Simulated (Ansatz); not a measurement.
Input of an Ansatz 0.2.0 run:

The input input.yaml:

```yaml
crystal:
  lattice:
    - [2.8584044518, 0.0, 0.0]
    - [-1.4292022259, 2.4754508696, 0.0]
    - [0.0, 0.0, 6.532504]
  atoms:
    - { symbol: Pt, position: [0.6666666667, 0.3333333333, 0.316206] }
    - { symbol: Pt, position: [0.3333333333, 0.6666666667, 0.683794] }
    - { symbol: Mn, position: [0.0, 0.0, 0.0], spin: 3.999, spin_axis: [2.828, 2.828, 0.0] }
hamiltonian:
  xc: pbesol
  pseudopotentials: { kind: paw_fr }
magnetization:
  noncollinear: true
  spin_orbit: true
kpoints:
  mp_grid: { grid: [8, 8, 3] }
  band_path:
    path:
      - [[0.0, 0.0, 0.0], [0.5, 0.0, 0.0], [0.3333333333, 0.3333333333, 0.0], [0.0, 0.0, 0.0], [0.0, 0.0, 0.5], [0.5, 0.0, 0.5], [0.3333333333, 0.3333333333, 0.5], [0.0, 0.0, 0.5]]
      - [[0.5, 0.0, 0.5], [0.5, 0.0, 0.0]]
      - [[0.3333333333, 0.3333333333, 0.0], [0.3333333333, 0.3333333333, 0.5]]
    npoints: 14
scf:
  occupations: { method: fermi_dirac, width: 0.05 }
  n_extra_bands: 7
output:
  forces: true
  stress: true
  eigenvalues: true
  fatbands: true
```

Potentials or basis: Ansatz PAW.

Launch:

```sh
$ ansatz run input.yaml --threads 2 --pin off --max-ram 5632MiB --backend cpu --events-out ev --progress --plain --runs-dir out
```

(1) Predict the pressure.

(2) Estimate the largest force.

Results:

(1) -10.2 GPa.

(2) 0.053 eV/Å.

Caveat: the PAW data sets come from PBE, with cores solved anew for the run's functional, which leaves a small shift of forces and pressure; the thresholds are loose for stress.
